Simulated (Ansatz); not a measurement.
# LuSi2Rh2: the cost of one run

Program: Ansatz 0.2.0 through its Python package. The levels of theory stand in the script. These are calculated values, not measurements.

### 1 The structure

It takes space group I4/mmm (No. 139, tetragonal). The conventional cell has a = 4.005 Å, b = 4.005 Å, c = 9.830 Å, α = 90.00°, β = 90.00°, γ = 90.00°. Lu (site symmetry 4/mmm) has 10 Si at 3.14 to 3.56 Å and 8 Rh at 3.17 Å as nearest neighbours. Si (site symmetry 4mm) is surrounded by 4 Rh at 2.29 Å and 1 Si at 2.71 Å and 4 Lu at 3.14 Å. Rh (site symmetry -4m2) is surrounded by 4 Si at 2.29 Å.

The script holds or builds the structure itself.

### 2 The script

Input file lattice_lusi2rh2.py:

```python
# -*- coding: utf-8 -*-
"""Relaxed cell of LuSi2Rh2 under several functionals."""

import ansatz as az
import numpy as np

def edges_and_angles(cell):
    cell = np.asarray(cell)
    a, b, c = np.linalg.norm(cell, axis=1)
    cosines = cell[1] @ cell[2] / (b * c), cell[0] @ cell[2] / (a * c), cell[0] @ cell[1] / (a * b)
    return (a, b, c, *np.degrees(np.arccos(cosines)))

cell = (
    az.Lattice.of((-2.0025, 2.0025, 4.915), (2.0025, -2.0025, 4.915), (2.0025, 2.0025, -4.915))
    .atom("Lu", (0.0, 0.0, 0.0))
    .atom("Si", (0.362, 0.362, 0.0))
    .atom("Si", (0.638, 0.638, 0.0))
    .atom("Rh", (0.75, 0.25, 0.5))
    .atom("Rh", (0.25, 0.75, 0.5))
)

calc = cell.calculation()
calc = calc.kpoints(11).occupations(az.OccupationsMethod.FERMI_DIRAC, width=0.15)
calc = calc.relax(cell=True, force_tolerance=0.02)

levels = [("pbesol", "none"), ("pbesol", "d3bj"), ("blyp", "d3bj")]
print("level            a       b       c    alpha   beta  gamma  V/atom  steps")
for name, dispersion in levels:
    seen = []
    run = calc.functional(name, dispersion=dispersion).session().plan()
    done = run.execute(on_event=lambda e: seen.append(e) if e["event"] == "relax_step" else None)
    cell = done.lattice.cell_ang
    label = name if dispersion == "none" else f"{name}+{dispersion}"
    print("{:13s} {:7.4f} {:7.4f} {:7.4f} {:6.2f} {:6.2f} {:6.2f}".format(label, *edges_and_angles(cell)), f"{abs(np.linalg.det(cell)) / len(done.lattice.sites):7.3f} {len(seen):5d}")
```

### 3 What the engine is handed

The package turns the script's settings into the engine's input (first run):

```yaml
crystal:
  lattice:
    - [-2.0025, 2.0025, 4.915]
    - [2.0025, -2.0025, 4.915]
    - [2.0025, 2.0025, -4.915]
  atoms:
    - { symbol: Lu, position: [0.0, 0.0, 0.0] }
    - { symbol: Si, position: [0.362, 0.362, 0.0] }
    - { symbol: Si, position: [0.638, 0.638, 0.0] }
    - { symbol: Rh, position: [0.75, 0.25, 0.5] }
    - { symbol: Rh, position: [0.25, 0.75, 0.5] }
kpoints:
  mp_grid:
    grid: [11, 11, 11]
hamiltonian:
  xc: pbesol
  dispersion: none
scf:
  occupations:
    method: fermi_dirac
    width: 0.15
relax:
  f_tol: 0.02
  cell: {}
```

### 4 Running it

Launch:

```console
python lattice_lusi2rh2.py
```

Q: Estimate wall time and peak memory on 1 thread of Intel Xeon 6975P-C (Granite Rapids), shared host.

About 3.4 min, with a peak of 0.71 GiB.
